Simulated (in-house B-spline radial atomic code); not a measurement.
**Ta⁵⁸⁺: ionisation energy by several methods**

Aim: the ionisation energy of Ta⁵⁸⁺ by several methods, each as the difference of two self-consistent energies (Ta⁵⁸⁺ and the next ion, [Ne] 3s2 3p2).

Program: in-house B-spline radial atomic code version 1. Level of theory: scalar-relativistic (X2C), several functionals, spin-polarised; spherical all-electron atom at the radial basis limit. These are calculated values, not measurements, unless marked.

## Step 1: What is computed

```
element       : tantalum (Z = 73)
charge        : +58
electrons     : 15
configuration : [Ne] 3s2 3p3
nucleus       : Fermi, rms radius 5.351 fm
```

The outer shells:

[Ne] 3s2 3p3
```
[Ne] core
3s [↑↓]
3p [↑ ][↑ ][↑ ]
```

Where spins are not typed, each open shell is filled with up spins first.

## Step 2: SCAN, a meta-GGA

Input settings:

```ini
Z = 73
electrons = 15.0
configuration = [Ne] 3s2 3p3
hamiltonian = x2c
method = scan,scan
spin_polarised = True
nucleus = fermi
rms_radius = 5.3507
mass_number = 181
atomic_mass = 180.947998528
speed_of_light = 137.035999084
```

## Step 3: PW91, a GGA

The settings differ from step 2 so:

```diff
@@ -4,3 +4,3 @@
 hamiltonian = x2c
-method = scan,scan
+method = pw91,pw91
 spin_polarised = True
```

## Step 4: AM05, a GGA

The settings differ from step 3 so:

```diff
@@ -4,3 +4,3 @@
 hamiltonian = x2c
-method = pw91,pw91
+method = am05
 spin_polarised = True
```

## Step 5: BLYP, a GGA

The settings differ from step 4 so:

```diff
@@ -4,3 +4,3 @@
 hamiltonian = x2c
-method = am05
+method = b88,lyp
 spin_polarised = True
```

The tabulated ionisation energy is 5907 ± 6 eV (tabulated theoretical; NIST Atomic Spectra Database). What does each method give, and which comes nearest?

**Answer**, as computed:

| method | rung | total energy (hartree) | ΔSCF (eV) | −ε highest (eV) | ΔSCF less tabulated (eV) |
| --- | --- | --- | --- | --- | --- |
| PW91 | GGA | -11914.3071 | 6034.15 | 5973.21 (3p up) | +127.15 |
| AM05 | GGA | -11904.3949 | 6031.44 | 5970.36 (3p up) | +124.44 |
| BLYP | GGA | -11914.5092 | 6033.96 | 5972.90 (3p up) | +126.96 |
| SCAN | meta-GGA | -11913.9864 | 6038.09 | 5978.68 (3p up) | +131.09 |

Against the tabulated ionisation energy, 5907 ± 6 eV (tabulated theoretical; NIST Atomic Spectra Database), the best here is AM05 (+124.44 eV) and the worst SCAN (+131.09 eV, or 2.2 %). All methods miss on the same side by much the same amount, which points to something that they share. Relativistic terms that these runs lack can be as large as the gaps between close methods, so the nearest may be so by luck. Spin-orbit coupling is left out. Open shells are averaged (over orientations, and over spins where the run is restricted), while tables refer to the lowest levels.

Members of this set that are not shown: 3 used exact exchange with fractional occupations of an open shell, which is unsound here.
